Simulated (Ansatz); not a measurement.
# CH₄Br (doublet): the correlation ladder at distance Br1–H2 along a hydrogen transfer = 2.074 Å, cc-pVDZ

Aim: climb from Hartree-Fock through coupled cluster and multireference methods for CH₄Br (doublet) at one geometry and basis, and see what each rung misses.

Program: Ansatz 0.2.0, Gaussian basis. Level of theory: cc-pVDZ, core rule «outside noble gas», up to 15 orbitals frozen. These are calculated values, not measurements.

To be run: UHF; CCSD(T) on ROHF; CCSD(T) on UHF; BCCD(T) on ROHF; CISD; CCSDT(Q) on ROHF; CCSDT(Q) on UHF; CASSCF and MRCISD+Q, 3 electrons in 3 orbitals; CASSCF and NEVPT2, 3 electrons in 3 orbitals; CASSCF and MRCISD+Q, 15 electrons in 12 orbitals; CASSCF and NEVPT2, 15 electrons in 12 orbitals.

## 1. What is computed

The geometry derives from fragments relaxed apart (PBE0/def2-TZVP) and kept rigid, so it is no stationary point. A hydrogen atom is moved between rigid fragments. No spin-orbit coupling is included. The filled d shell of Br may be among the frozen orbitals whatever the setting's name suggests; the logs give the count.

6 atoms, charge 0, spin multiplicity 2.

Atoms are counted from 1 here; the program's logs count them from 0.

Bond lengths: H2–C3 1.090 Å, C3–H4 1.080 Å, C3–H5 1.080 Å, C3–H6 1.080 Å. Angles: H2–C3–H4 90.0°, H2–C3–H5 90.0°, H2–C3–H6 90.0°, H4–C3–H5 120.0°, H4–C3–H6 120.0°, H5–C3–H6 120.0°.

## 2. UHF

in.yaml

```yaml
crystal:
  periodic: [false, false, false]
  atoms:
    - {symbol: Br, position_ang: [-0.517577, 0.000000, 0.000000]}
    - {symbol: H, position_ang: [1.556423, 0.000000, 0.000000]}
    - {symbol: C, position_ang: [2.646423, 0.000000, 0.000000]}
    - {symbol: H, position_ang: [2.646423, -1.080023, 0.000000]}
    - {symbol: H, position_ang: [2.646423, 0.540011, 0.935327]}
    - {symbol: H, position_ang: [2.646423, 0.540012, -0.935327]}
basis:
  gaussian: {orbitals: cc-pVDZ}
magnetization: {spin_polarized: true, initial_magnetization: 1}
hamiltonian: {xc: hf}
output: {orbitals: {seedname: orbitals}}
```

Started as:

```sh
$ ansatz run in.yaml --threads 1 --pin off --events-out ev --progress --plain --max-ram 4096MiB --backend cpu
```

Further steps of the session: CCSD(T) on ROHF; CCSD(T) on UHF; BCCD(T) on ROHF; CISD; CCSDT(Q) on ROHF; CCSDT(Q) on UHF; CASSCF and MRCISD+Q, 3 electrons in 3 orbitals; CASSCF and NEVPT2, 3 electrons in 3 orbitals; CASSCF and MRCISD+Q, 15 electrons in 12 orbitals; CASSCF and NEVPT2, 15 electrons in 12 orbitals.

Q: Predict the results of all the runs planned. Wanted: UCCSDT(Q) below the RHF energy; RMP2 from UCCSDT(Q); UMP2 from UCCSDT(Q); RCCSD from UCCSDT(Q); RCCSD(T) from UCCSDT(Q); UCCSD(T) from UCCSDT(Q); RCCSDT(Q) from UCCSDT(Q); NEVPT2 pair from UCCSDT(Q); MRCISD+Q pair from UCCSDT(Q).

**Answer**, as computed:

| quantity | value |
| --- | --- |
| UCCSDT(Q) below the RHF energy | -8.5036 eV |
| RMP2 from UCCSDT(Q) | +110.5 kJ/mol |
| UMP2 from UCCSDT(Q) | +112.0 kJ/mol |
| RCCSD from UCCSDT(Q) | +18.3 kJ/mol |
| RCCSD(T) from UCCSDT(Q) | +2.8 kJ/mol |
| UCCSD(T) from UCCSDT(Q) | +2.6 kJ/mol |
| RCCSDT(Q) from UCCSDT(Q) | +0.2 kJ/mol |
| NEVPT2 pair from UCCSDT(Q) | +110.2 kJ/mol |
| MRCISD+Q pair from UCCSDT(Q) | +8.2 kJ/mol |
| NEVPT2 valence from UCCSDT(Q) | +142.7 kJ/mol |
| levels within 1 kcal/mol (43 meV) | RCCSD(T), UCCSD(T), BCCD(T), RCCSDT, UCCSDT, RCCSDT(Q), MRCISD+Q valence |
| T1 diagnostic | 0.015 |
| effectively unpaired electrons | 1.02 |

In words: RCCSD(T) lands +2.8 kJ/mol from the yardstick (0.3 % of the correlation energy). One determinant dominates. Of the multireference levels listed MRCISD+Q valence comes nearest in total energy (+2.6 kJ/mol), which doesn't show that its space is the better one. These misses are within one basis, not against nature; the frozen cores of restricted and unrestricted runs differ, which can shift their rows.
